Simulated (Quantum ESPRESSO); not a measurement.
A run of Quantum ESPRESSO 7.5:

pw.in

```
&CONTROL
  calculation = 'scf'
  prefix = 'pwscf'
  outdir = './tmp'
  pseudo_dir = './pseudo'
  tprnfor = .true.
  tstress = .true.
  disk_io = 'low'
  verbosity = 'high'
/
&SYSTEM
  ibrav = 0
  A = 5.41829048
  nat = 6
  ntyp = 2
  ecutwfc = 45
  ecutrho = 360
  nbnd = 55
  input_dft = 'pbesol'
  occupations = 'smearing'
  smearing = 'gaussian'
  degauss = 0.00999582
  vdw_corr = 'grimme-d3'
  dftd3_version = 4
/
&ELECTRONS
  conv_thr = 1.2d-09
  electron_maxstep = 120
  mixing_beta = 0.5
  diagonalization = 'rmm-davidson'
/
ATOMIC_SPECIES
K     39.0983 k_pbe_v1.4.uspp.F.UPF
Sb   121.7600 sb_pbe_v1.4.uspp.F.UPF
CELL_PARAMETERS alat
   1.0000000000    0.0000000000    0.0000000000
   0.0000000000    1.0000000000    0.0000000000
   0.0000000000    0.0000000000    1.1483504498
ATOMIC_POSITIONS alat
K      0.0000000000    0.0000000000    0.5741752249
Sb     0.7439313800    0.7439313800    0.0000000000
Sb     0.2560686200    0.2560686200    0.0000000000
Sb     0.2560686200    0.7439313800    0.0000000000
Sb     0.7439313800    0.2560686200    0.0000000000
Sb     0.5000000000    0.5000000000    0.5741752249
K_POINTS automatic
5 5 5 0 0 0
```

bands.in

```
&CONTROL
  calculation = 'bands'
  prefix = 'pwscf'
  outdir = './tmp'
  pseudo_dir = './pseudo'
  disk_io = 'low'
  verbosity = 'high'
/
&SYSTEM
  ibrav = 0
  A = 5.41829048
  nat = 6
  ntyp = 2
  ecutwfc = 45
  ecutrho = 360
  nbnd = 55
  input_dft = 'pbesol'
  occupations = 'smearing'
  smearing = 'gaussian'
  degauss = 0.00999582
  vdw_corr = 'grimme-d3'
  dftd3_version = 4
/
&ELECTRONS
  conv_thr = 1d-08
  electron_maxstep = 120
  mixing_beta = 0.5
  diagonalization = 'rmm-davidson'
  diago_full_acc = .true.
/
ATOMIC_SPECIES
K     39.0983 k_pbe_v1.4.uspp.F.UPF
Sb   121.7600 sb_pbe_v1.4.uspp.F.UPF
CELL_PARAMETERS alat
   1.0000000000    0.0000000000    0.0000000000
   0.0000000000    1.0000000000    0.0000000000
   0.0000000000    0.0000000000    1.1483504498
ATOMIC_POSITIONS alat
K      0.0000000000    0.0000000000    0.5741752249
Sb     0.7439313800    0.7439313800    0.0000000000
Sb     0.2560686200    0.2560686200    0.0000000000
Sb     0.2560686200    0.7439313800    0.0000000000
Sb     0.7439313800    0.2560686200    0.0000000000
Sb     0.5000000000    0.5000000000    0.5741752249
K_POINTS crystal
60
 0.0000000000  0.0000000000  0.0000000000 1
 0.0000000000  0.1000000000  0.0000000000 1
 0.0000000000  0.2000000000  0.0000000000 1
 0.0000000000  0.3000000000  0.0000000000 1
 0.0000000000  0.4000000000  0.0000000000 1
 0.0000000000  0.5000000000  0.0000000000 1
 0.0833333333  0.5000000000  0.0000000000 1
 0.1666666667  0.5000000000  0.0000000000 1
 0.2500000000  0.5000000000  0.0000000000 1
 0.3333333333  0.5000000000  0.0000000000 1
 0.4166666667  0.5000000000  0.0000000000 1
 0.5000000000  0.5000000000  0.0000000000 1
 0.4375000000  0.4375000000  0.0000000000 1
 0.3750000000  0.3750000000  0.0000000000 1
 0.3125000000  0.3125000000  0.0000000000 1
 0.2500000000  0.2500000000  0.0000000000 1
 0.1875000000  0.1875000000  0.0000000000 1
 0.1250000000  0.1250000000  0.0000000000 1
 0.0625000000  0.0625000000  0.0000000000 1
 0.0000000000  0.0000000000  0.0000000000 1
 0.0000000000  0.0000000000  0.1000000000 1
 0.0000000000  0.0000000000  0.2000000000 1
 0.0000000000  0.0000000000  0.3000000000 1
 0.0000000000  0.0000000000  0.4000000000 1
 0.0000000000  0.0000000000  0.5000000000 1
 0.0000000000  0.0833333333  0.5000000000 1
 0.0000000000  0.1666666667  0.5000000000 1
 0.0000000000  0.2500000000  0.5000000000 1
 0.0000000000  0.3333333333  0.5000000000 1
 0.0000000000  0.4166666667  0.5000000000 1
 0.0000000000  0.5000000000  0.5000000000 1
 0.0833333333  0.5000000000  0.5000000000 1
 0.1666666667  0.5000000000  0.5000000000 1
 0.2500000000  0.5000000000  0.5000000000 1
 0.3333333333  0.5000000000  0.5000000000 1
 0.4166666667  0.5000000000  0.5000000000 1
 0.5000000000  0.5000000000  0.5000000000 1
 0.4500000000  0.4500000000  0.5000000000 1
 0.4000000000  0.4000000000  0.5000000000 1
 0.3500000000  0.3500000000  0.5000000000 1
 0.3000000000  0.3000000000  0.5000000000 1
 0.2500000000  0.2500000000  0.5000000000 1
 0.2000000000  0.2000000000  0.5000000000 1
 0.1500000000  0.1500000000  0.5000000000 1
 0.1000000000  0.1000000000  0.5000000000 1
 0.0500000000  0.0500000000  0.5000000000 1
 0.0000000000  0.0000000000  0.5000000000 1
 0.0000000000  0.5000000000  0.0000000000 1
 0.0000000000  0.5000000000  0.1000000000 1
 0.0000000000  0.5000000000  0.2000000000 1
 0.0000000000  0.5000000000  0.3000000000 1
 0.0000000000  0.5000000000  0.4000000000 1
 0.0000000000  0.5000000000  0.5000000000 1
 0.5000000000  0.5000000000  0.0000000000 1
 0.5000000000  0.5000000000  0.0833333333 1
 0.5000000000  0.5000000000  0.1666666667 1
 0.5000000000  0.5000000000  0.2500000000 1
 0.5000000000  0.5000000000  0.3333333333 1
 0.5000000000  0.5000000000  0.4166666667 1
 0.5000000000  0.5000000000  0.5000000000 1
```

Potentials or basis: GBRV 1.5 PBE.

Run with:

```console
$ OMP_NUM_THREADS=1 pw.x -in pw.in > pw.out
$ OMP_NUM_THREADS=1 pw.x -in bands.in > bands.out
```

Hardware: 1 thread of Intel(R) Xeon(R) 6975P-C (Granite Rapids), with other jobs on the host.

**Question.** Estimate the wall time of this run.

**Answer.** Run time: 5.8 min on 1 thread of Intel(R) Xeon(R) 6975P-C (Granite Rapids), with other jobs on the host, peak memory 0.64 GiB. Counts: scf iterations 14, k pools 1, bands 55, k points 18, g dense 142131.
